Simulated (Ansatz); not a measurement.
# SnSe2: the cost of one run

Program: Ansatz 0.2.0. Level of theory: DFT PBE+D3(BJ), scalar-relativistic, plane waves, PAW. These are calculated values, not measurements.

The COD entry's cell or inner coordinates are ideal or old and differ from later refinements, so a difference from it is no clean test against experiment.

5 further runs of the same task are left out: 5 set aside as unsound or not needed.

### 1 The structure to begin with

The structure is trigonal, space group P-3m1 (No. 164). The conventional cell has a = 3.839 Å, b = 3.839 Å, c = 6.012 Å, α = 90.00°, β = 90.00°, γ = 120.00°. Around Sn (site symmetry -3m) lie 6 Se at 2.73 Å. Se (site symmetry 3m) is surrounded by 3 Sn at 2.73 Å.

As a file:

```
CELL_PARAMETERS angstrom
3.83905 0.00000 0.00000
-1.91952 3.32471 0.00000
0.00000 0.00000 6.01163
ATOMIC_POSITIONS crystal
Sn 0.00000 0.00000 0.00000
Se 0.33333 0.66667 0.26515
Se 0.66667 0.33333 0.73485
```

This cell was relaxed beforehand with the same method: volume 25.58 Å³/atom, gap on the mesh 0.35 eV.

### 2 The reference: the undisturbed cell on the scan's mesh

Input file input.yaml:

```yaml
crystal:
  lattice:
    - [3.8390485965, 0.0, 0.0]
    - [-1.9195242983, 3.324713611, 0.0]
    - [0.0, 0.0, 6.0116311009]
  atoms:
    - { symbol: Sn, position: [0.0, 0.0, 0.0] }
    - { symbol: Se, position: [0.3333333333, 0.6666666667, 0.2651529964] }
    - { symbol: Se, position: [0.6666666667, 0.3333333333, 0.7348470036] }
basis:
  ecutwfc: 420
kpoints:
  mp_grid: { grid: [12, 12, 6] }
hamiltonian:
  xc: pbe
  dispersion: d3bj
scf:
  occupations: { method: gaussian, width: 0.03 }
output:
  forces: true
  stress: true
  eigenvalues: true
```

Launch:

```console
> ansatz run input.yaml --threads 2 --pin off --max-ram 5120MiB --backend cpu --events-out ev --progress --plain --runs-dir out
```

What time and memory should one allow on 2 threads of Intel Xeon 6975P-C (Granite Rapids), shared host?

About 2.6 s, with a peak of 0.52 GiB.
